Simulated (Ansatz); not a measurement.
# CHGa₂ (sextet): the correlation ladder, cc-pVDZ

The task here is to estimate one member of a computed series from the others.

The runs use Ansatz 0.2.0, Gaussian basis; cc-pVDZ, core rule «outside noble gas», up to 29 orbitals frozen.

To be run: UHF; CCSD(T) on ROHF; CCSD(T) on UHF; BCCD(T) on ROHF; CISD as a restricted active space (open shells left free, so some higher excitations enter); CCSDT(Q) on ROHF; CCSDT(Q) on UHF.

22 further runs of the same task are left out: 1 for a known fault of the program, 10 that didn't finish, 11 set aside as unsound or not needed. Runs told in other sessions of the task aren't counted.

## The geometry

The geometry is a PBE0/def2-TZVP stationary point (not a proven minimum) of the parent state, kept for this charge and spin. No spin-orbit coupling is included. The filled d shell of Ga may be among the frozen orbitals whatever the setting's name suggests.

4 atoms, charge 0, spin multiplicity 6.

Atoms are counted from 1 here; the program's logs count them from 0.

Bond lengths: C1–Ga2 1.964 Å, C1–H4 1.093 Å, Ga2–Ga3 2.644 Å. Angles: Ga2–C1–H4 144.3°, C1–Ga2–Ga3 178.4°.

The first run:

Contents of in.yaml:

```yaml
crystal:
  periodic: [false, false, false]
  atoms:
    - {symbol: C, position_ang: [0.000030, -0.189453, 1.415030]}
    - {symbol: Ga, position_ang: [-0.000032, -0.123146, -0.547488]}
    - {symbol: Ga, position_ang: [-0.000008, -0.105490, -3.191181]}
    - {symbol: H, position_ang: [0.000010, 0.418089, 2.323639]}
basis:
  gaussian: {orbitals: cc-pVDZ}
magnetization: {spin_polarized: true, initial_magnetization: 5}
hamiltonian: {xc: hf}
output: {orbitals: {seedname: orbitals}}
```

Command:

```bash
> ansatz run in.yaml --threads 1 --pin off --events-out ev --progress --plain --max-ram 2393MiB
```

Steps of the session up to this table: UHF; CCSD(T) on ROHF; CCSD(T) on UHF; BCCD(T) on ROHF; CISD as a restricted active space (open shells left free, so some higher excitations enter); CCSDT(Q) on ROHF; CCSDT(Q) on UHF.

One of the session's tables, all rows but one given; the rest of the session is left out.

```
   method  from UCCSDT(Q) (kJ/mol)
     ROHF                   +574.7
      UHF                   +542.4
     RMP2                   +129.2
     UMP2                   +125.2
    RCCSD                    +31.7
    UCCSD                    +28.3
 RCCSD(T)                        ?
 UCCSD(T)                     +7.3
  BCCD(T)                     +9.1
   RCCSDT                     +3.8
   UCCSDT                     +1.8
RCCSDT(Q)                     +1.8
UCCSDT(Q)                        0
```

Estimate the missing values for RCCSD(T).

**Answer.** from UCCSDT(Q) (kJ/mol): +9.2. In the column «from UCCSDT(Q) (kJ/mol)» it lies between BCCD(T) (+9.1) and UCCSD (+28.3).

Not comparable, so not listed: CISD as a restricted active space (open shells left free, so some higher excitations enter) (they don't share determinant, frozen orbitals or solution with the rows shown, or repeat one).

To keep in mind: Restricted and unrestricted rows rest on different reference determinants; a gap between their highest levels can come from leftover correlation error, from unlike frozen cores or from another state.
